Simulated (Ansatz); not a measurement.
**FH₅O₃Si₂: basis-set convergence**

One table from this session's results is given with a row withheld; the runs are named, their logs left out.

Program: Ansatz 0.2.0, Gaussian basis. Level of theory: one geometry, several basis sets. These are calculated values, not measurements.

Levels to be run: PBE0-D4/def2-SVP; ωB97M-V/def2-SVP; PBE0-D4/def2-QZVPP; ωB97M-V/def2-QZVPP; the functionals' def2-TZVPP values are taken from earlier runs.

**The geometry**

All runs share one geometry, relaxed beforehand with PBE0-D4 in a triple-zeta def2 set.

SMILES `O[SiH](O)O[SiH2]F`, 11 atoms, charge 0, spin multiplicity 1.

Atoms are counted from 1 here; the program's logs count them from 0.

Bond lengths: O1–Si2 1.629 Å, O1–H7 0.959 Å, Si2–O3 1.638 Å, Si2–O4 1.625 Å, Si2–H8 1.472 Å, O3–H9 0.958 Å, O4–Si5 1.620 Å, Si5–F6 1.592 Å, Si5–H10 1.478 Å, Si5–H11 1.479 Å. Angles: Si2–O1–H7 118.7°, O1–Si2–O3 113.3°, O1–Si2–O4 110.9°, O1–Si2–H8 105.1°, O3–Si2–O4 104.3°, O3–Si2–H8 112.1°, O4–Si2–H8 111.3°, Si2–O3–H9 117.9°, Si2–O4–Si5 148.0°, O4–Si5–F6 107.7°, O4–Si5–H10 110.1°, O4–Si5–H11 111.0°, F6–Si5–H10 107.3°, F6–Si5–H11 107.6°, H10–Si5–H11 112.9°.

The first run:

The input, in.yaml:

```yaml
crystal:
  periodic: [false, false, false]
  atoms:
    - {symbol: O, position_ang: [-1.717766, -1.065928, 1.356022]}
    - {symbol: Si, position_ang: [-0.231460, -0.901812, 0.710570]}
    - {symbol: O, position_ang: [0.820164, -0.121857, 1.694354]}
    - {symbol: O, position_ang: [-0.280341, 0.013893, -0.630461]}
    - {symbol: Si, position_ang: [0.484991, 1.045441, -1.617896]}
    - {symbol: F, position_ang: [-0.056854, 0.796343, -3.093752]}
    - {symbol: H, position_ang: [-2.238324, -0.277853, 1.519967]}
    - {symbol: H, position_ang: [0.207054, -2.273920, 0.406047]}
    - {symbol: H, position_ang: [0.988507, -0.497351, 2.559528]}
    - {symbol: H, position_ang: [0.148678, 2.438318, -1.255856]}
    - {symbol: H, position_ang: [1.940852, 0.787825, -1.627824]}
basis:
  gaussian: {orbitals: def2-SVP}
hamiltonian: {xc: pbe0, dispersion: d4}
output: {orbitals: {seedname: orbitals}}
```

Steps of the session up to this table: PBE0-D4 in def2-SVP; ωB97M-V in def2-SVP; PBE0-D4 in def2-QZVPP; ωB97M-V in def2-QZVPP.

One table of the session follows, with a row left open; its other results are not shown here.

It belongs to the step «Density functionals: the series». 

| functional | basis | HOMO (eV) | LUMO (eV) |
| --- | --- | --- | --- |
| PBE0-D4 | def2-SVP | ? | ? |
| PBE0-D4 | def2-TZVPP | -9.03 | 0.47 |
| PBE0-D4 | def2-QZVPP | -9.06 | 0.11 |
| ωB97M-V | def2-SVP | -11.14 | 2.84 |
| ωB97M-V | def2-TZVPP | -11.32 | 1.92 |
| ωB97M-V | def2-QZVPP | -11.36 | 1.30 |

**Question.** Estimate the row for PBE0-D4, def2-SVP.

The run gave: HOMO (eV): -8.88; LUMO (eV): 1.14. In the column «HOMO (eV)» it is the highest.
